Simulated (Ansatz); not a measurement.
**C8H16O2: basis-set convergence**

Aim: see how fast density functionals converge with the basis set for C8H16O2.

The runs use Ansatz 0.2.0, Gaussian basis; one geometry, several basis sets.

Plan: PBE0-D4/def2-SVP; ωB97M-V/def2-SVP; PBE0-D4/def2-QZVPP; ωB97M-V/def2-QZVPP; the functionals' def2-TZVPP values are taken from earlier runs.

### Step 1. The relaxed structure

The geometry comes from an earlier relaxation with PBE0-D4 in a triple-zeta def2 set; it is a stationary point, not always the lowest conformer.

SMILES `CC(C)COC(=O)C(C)C`, 26 atoms, charge 0, spin multiplicity 1.

Atoms are counted from 1 here; the program's logs count them from 0.

Bond lengths: C1–C2 1.521 Å, C1–H11 1.091 Å, C1–H12 1.095 Å, C1–H13 1.093 Å, C2–C3 1.522 Å, C2–C4 1.513 Å, C2–H14 1.097 Å, C3–H15 1.094 Å, C3–H16 1.093 Å, C3–H17 1.092 Å, C4–O5 1.429 Å, C4–H18 1.094 Å, C4–H19 1.095 Å, O5–C6 1.339 Å, C6–O7 1.202 Å, C6–C8 1.511 Å, C8–C9 1.525 Å, C8–C10 1.525 Å and more. Angles: C2–C1–H11 111.4°, C2–C1–H12 110.6°, C2–C1–H13 110.9°, H11–C1–H12 108.0°, H11–C1–H13 108.1°, H12–C1–H13 107.7°, C1–C2–C3 111.4°, C1–C2–C4 111.5°, C1–C2–H14 108.6°, C3–C2–C4 109.2°, C3–C2–H14 108.5°, C4–C2–H14 107.4°, C2–C3–H15 110.9°, C2–C3–H16 111.7°, C2–C3–H17 110.8°, H15–C3–H16 107.8°, H15–C3–H17 107.6°, H16–C3–H17 107.9° and more.

### Step 2. PBE0-D4 in def2-SVP

The input, in.yaml:

```yaml
crystal:
  periodic: [false, false, false]
  atoms:
    - {symbol: C, position_ang: [-0.811813, -1.664148, -1.714216]}
    - {symbol: C, position_ang: [-0.105750, -0.374782, -2.104290]}
    - {symbol: C, position_ang: [-0.502346, 0.074574, -3.502787]}
    - {symbol: C, position_ang: [-0.397962, 0.737727, -1.121672]}
    - {symbol: O, position_ang: [0.091022, 0.351229, 0.163855]}
    - {symbol: C, position_ang: [-0.143481, 1.208044, 1.165785]}
    - {symbol: O, position_ang: [-0.726409, 2.249726, 1.020573]}
    - {symbol: C, position_ang: [0.409658, 0.698561, 2.475936]}
    - {symbol: C, position_ang: [1.924009, 0.537683, 2.402400]}
    - {symbol: C, position_ang: [-0.272788, -0.603261, 2.881914]}
    - {symbol: H, position_ang: [-0.524257, -1.988569, -0.712958]}
    - {symbol: H, position_ang: [-1.897912, -1.526802, -1.725969]}
    - {symbol: H, position_ang: [-0.570743, -2.467499, -2.414301]}
    - {symbol: H, position_ang: [0.976958, -0.550326, -2.088273]}
    - {symbol: H, position_ang: [-1.576067, 0.279313, -3.557027]}
    - {symbol: H, position_ang: [0.027151, 0.982996, -3.800903]}
    - {symbol: H, position_ang: [-0.277472, -0.701527, -4.237389]}
    - {symbol: H, position_ang: [0.086342, 1.672088, -1.418683]}
    - {symbol: H, position_ang: [-1.473052, 0.932584, -1.051927]}
    - {symbol: H, position_ang: [0.163968, 1.476218, 3.202757]}
    - {symbol: H, position_ang: [2.412595, 1.471805, 2.116419]}
    - {symbol: H, position_ang: [2.197495, -0.228466, 1.674403]}
    - {symbol: H, position_ang: [2.315126, 0.237545, 3.377256]}
    - {symbol: H, position_ang: [-1.357597, -0.487435, 2.934902]}
    - {symbol: H, position_ang: [0.081136, -0.919043, 3.865982]}
    - {symbol: H, position_ang: [-0.047812, -1.398241, 2.168202]}
basis:
  gaussian: {orbitals: def2-SVP}
hamiltonian: {xc: pbe0, dispersion: d4}
output: {orbitals: {seedname: orbitals}}
```

On the command line:

```console
$ ansatz run in.yaml --threads 4 --pin off --events-out ev --progress --plain --max-ram 63488MiB --backend cpu
```

The runs that follow: ωB97M-V in def2-SVP; PBE0-D4 in def2-QZVPP; ωB97M-V in def2-QZVPP.

**Question.** What will the summary of the whole plan be? Wanted: PBE0-D4: double and triple zeta above quadruple; ωB97M-V: double and triple zeta above quadruple.

The runs gave:

```
                                       quantity           value
PBE0-D4: double and triple zeta above quadruple  14.65, 0.69 eV
ωB97M-V: double and triple zeta above quadruple  15.32, 0.67 eV
```

**Reading.** PBE0-D4 gains 13.96 eV from double to triple zeta, then 0.69 eV more. These are total energies; as a rule much of such shifts cancels in differences, which this series doesn't test. The LUMO of ωB97M-V is positive and keeps falling with the basis (2.97 to 1.66 eV): an unbound level that the basis holds in place.
